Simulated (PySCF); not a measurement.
**C10H12: geometry, NMR shifts**

Wanted: the NMR shifts of C10H12 (`C=Cc1ccc(C)c(C)c1`), by calculation.

Computed with PySCF 2.14.0, with density-fitted response routines of our own, on a single molecule, in the gas phase or a continuum. Atoms count from 0, in the outputs and in this text.

### 1 The molecule as given

22 atoms, charge 0, multiplicity 1; geometry from: GFN2-xTB.

Bonds of the start (Å): C0–C1 1.33, C1–C2 1.46, C2–C3 1.39, C3–C4 1.38, C4–C5 1.39, C5–C6 1.50, C5–C7 1.40, C7–C8 1.50, C7–C9 1.38, C9–C2 1.40, C0–H10 1.08, C0–H11 1.08, C1–H12 1.08, C3–H13 1.08, C4–H14 1.08, C6–H15 1.09, C6–H16 1.09, C6–H17 1.09, C8–H18 1.09, C8–H19 1.09, C8–H20 1.09, C9–H21 1.08.

### 2 Geometry optimisation at PBE0-D3(BJ)/def2-SVP

Job settings and geometry (Å):

```
{"job": {"xc": "PBE0", "basis": "def2-SVP", "d3": "d3bj", "grid": 1, "kind": "geom"}, "charge": 0, "multiplicity": 1}
C      3.890163    -0.302486     0.187975
C      2.830670     0.448758    -0.087306
C      1.430994     0.052358    -0.003586
C      1.017176    -1.235574     0.332164
C     -0.326832    -1.543770     0.391525
C     -1.303370    -0.592218     0.127686
C     -2.754755    -0.952581     0.203378
C     -0.905465     0.705596    -0.207492
C     -1.925986     1.764833    -0.496162
C      0.445207     1.002736    -0.270610
H      3.812998    -1.324990     0.515745
H      4.890150     0.085539     0.094527
H      2.987145     1.472349    -0.407824
H      1.745346    -2.002552     0.544822
H     -0.629031    -2.549594     0.649671
H     -3.259643    -0.351214     0.959386
H     -3.247817    -0.764392    -0.750101
H     -2.878371    -2.002633     0.456621
H     -1.445071     2.710228    -0.734196
H     -2.554431     1.475417    -1.338252
H     -2.576516     1.915748     0.365031
H      0.747029     2.007827    -0.533849
```

**Question.** This job is followed by: GIAO PBE0/pcSseg-1 NMR shielding, non-relativistic, IEF-PCM water. Predict these results of the whole session: rotational constants (main isotopes); ¹³C shifts against TMS (PBE0/pcSseg-1, water); ¹H shifts against TMS (PBE0/pcSseg-1, water, means over atoms taken as alike).

The runs gave:

```
                                                                     quantity                                                                   value
                                         rotational constants (main isotopes)                                                    2.93, 0.86, 0.67 GHz
                                ¹³C shifts against TMS (PBE0/pcSseg-1, water)  145.9, 145.3, 144.8, 139.2, 137.9, 136.0, 125.9, 119.8, 22.4, 22.3 ppm
¹H shifts against TMS (PBE0/pcSseg-1, water, means over atoms taken as alike)                      7.90, 7.45, 7.19, 6.77, 6.32, 5.68, 2.32, 2.31 ppm
```

What this shows: The optimisation took 4 steps and gained 0.063 eV; among the close pairs (by a distance rule), C0–H10 changed most, from 1.077 to 1.093 Å. NICS(1)zz of -25 ppm above the planar ring from C2 marks a diatropic (aromatic) ring current.
